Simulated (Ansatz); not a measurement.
**TiC: a surface, (100), 1 layers**

Aim: cut a slab of TiC (100), 1 layers from the relaxed bulk, relax it, and get surface energy and work function. The runs shown use LAPW, norm-conserving and crystal datasets. Companion runs by PAW are cited. Its runs: bulk in the slab's orientation (LAPW); the reference run (LAPW, norm-conserving and crystal datasets); field of 0.2 V/Å along the normal (LAPW).

Computed with Ansatz 0.2.0 (DFT PBE, with the methods named in each step, unless a step's input says otherwise).

### 1 The structure to begin with

The structure is cubic, space group Fm-3m (No. 225). Conventional cell: a = 4.333 Å, b = 4.333 Å, c = 4.333 Å, α = 90.00°, β = 90.00°, γ = 90.00°. Around Ti (site symmetry m-3m) lie 6 C at 2.17 Å. C (site symmetry m-3m) has 6 Ti at 2.17 Å as nearest neighbours.

Structure file:

```cif
data_structure
_symmetry_space_group_name_H-M 'P 1'
_symmetry_Int_Tables_number 1
_cell_length_a 3.0637
_cell_length_b 3.0637
_cell_length_c 4.3327
_cell_angle_alpha 90.000
_cell_angle_beta 90.000
_cell_angle_gamma 90.000
_cell_volume 40.67
loop_
_atom_site_label
_atom_site_type_symbol
_atom_site_fract_x
_atom_site_fract_y
_atom_site_fract_z
_atom_site_occupancy
Ti1 Ti 0.00000 0.00000 0.00000 1
Ti2 Ti 0.50000 0.50000 0.50000 1
C1 C 0.50000 0.50000 0.00000 1
C2 C 0.00000 0.00000 0.50000 1
```

Atoms are numbered in the order of the input: Ti1, Ti2, C3, C4.

### 2 Bulk in the slab's orientation, LAPW

The input, input.yaml:

```yaml
crystal:
  lattice:
    - [2.166363941, 2.166363941, 0.0]
    - [-2.166363941, 2.166363941, 0.0]
    - [0.0, 0.0, 4.3327278821]
  atoms:
    - { symbol: Ti, position: [0.0, 0.0, 0.0] }
    - { symbol: Ti, position: [0.5, 0.5, 0.5] }
    - { symbol: C, position: [0.5, 0.5, 0.0] }
    - { symbol: C, position: [0.0, 0.0, 0.5] }
kpoints:
  mp_grid: { grid: [13, 13, 10] }
scf:
  occupations: { method: fermi_dirac, width: 0.05 }
hamiltonian:
  xc: pbe
  pseudopotentials: { kind: all_electron, lapw: { basis_error: 0.001 } }
output:
  forces: true
  stress: true
  eigenvalues: true
```

Command:

```console
$ ansatz run input.yaml --threads 1 --pin off --max-ram 3584MiB --backend cpu --events-out ev --progress --plain --runs-dir out
```

### 4 Slab as cut, LAPW

The input, input.yaml:

```yaml
crystal:
  lattice:
    - [3.0637012665, 0.0, 0.0]
    - [0.0, 3.0637012665, 0.0]
    - [0.0, 0.0, 16.0]
  atoms:
    - { symbol: Ti, position: [0.25, 0.25, 0.5] }
    - { symbol: C, position: [0.75, 0.75, 0.5] }
kpoints:
  mp_grid: { grid: [13, 13, 1] }
scf:
  occupations: { method: fermi_dirac, width: 0.05 }
hamiltonian:
  xc: pbe
  pseudopotentials: { kind: all_electron, lapw: { basis_error: 0.001 } }
output:
  forces: true
  stress: true
  eigenvalues: true
  populations: true
  dos: { projected: true, de: 0.2, e_range: [-14, 8] }
efield:
  axis: 3
  amplitude: 0
  dipole_correction: true
```

### 5 Slab as cut, norm-conserving

Edit input.yaml of step 4 so:

```diff
@@ -14,3 +14,3 @@
   xc: pbe
-  pseudopotentials: { kind: all_electron, lapw: { basis_error: 0.001 } }
+  pseudopotentials: { kind: nc }
 output:
@@ -19,4 +19,2 @@
   eigenvalues: true
-  populations: true
-  dos: { projected: true, de: 0.2, e_range: [-14, 8] }
 efield:
```

### 6 Slab as cut, crystal datasets

Edit input.yaml of step 5 so:

```diff
@@ -14,3 +14,3 @@
   xc: pbe
-  pseudopotentials: { kind: nc }
+  pseudopotentials: { kind: all_electron, datasets: crystal }
 output:
```

### 7 Field of 0.2 V/Å along the normal, LAPW

Edit input.yaml of step 6 so:

```diff
@@ -14,3 +14,3 @@
   xc: pbe
-  pseudopotentials: { kind: all_electron, datasets: crystal }
+  pseudopotentials: { kind: all_electron, lapw: { basis_error: 0.001 } }
 output:
@@ -21,3 +21,3 @@
   axis: 3
-  amplitude: 0
+  amplitude: 0.2
   dipole_correction: true
```

(Steps that only read results are left out.)

**Question.** What will these runs give? Wanted: surface energy; work function (for each run or level that gives them).

As calculated:

```
                             quantity      value
           surface energy (LAPW, cut)  2.17 J/m²
            work function (LAPW, cut)    3.73 eV
 work function (norm-conserving, cut)    3.73 eV
work function (crystal datasets, cut)    3.73 eV
            surface energy (PAW, cut)  2.16 J/m²
             work function (PAW, cut)    3.73 eV
```

**Reading.** The field of 0.2 V/Å along the normal induces a dipole of 0.035 e·Å per cell (LAPW). The field of 0.2 V/Å along the normal induces a dipole of 0.035 e·Å per cell (PAW). Thickness wasn't converged, and no reconstruction was sought.
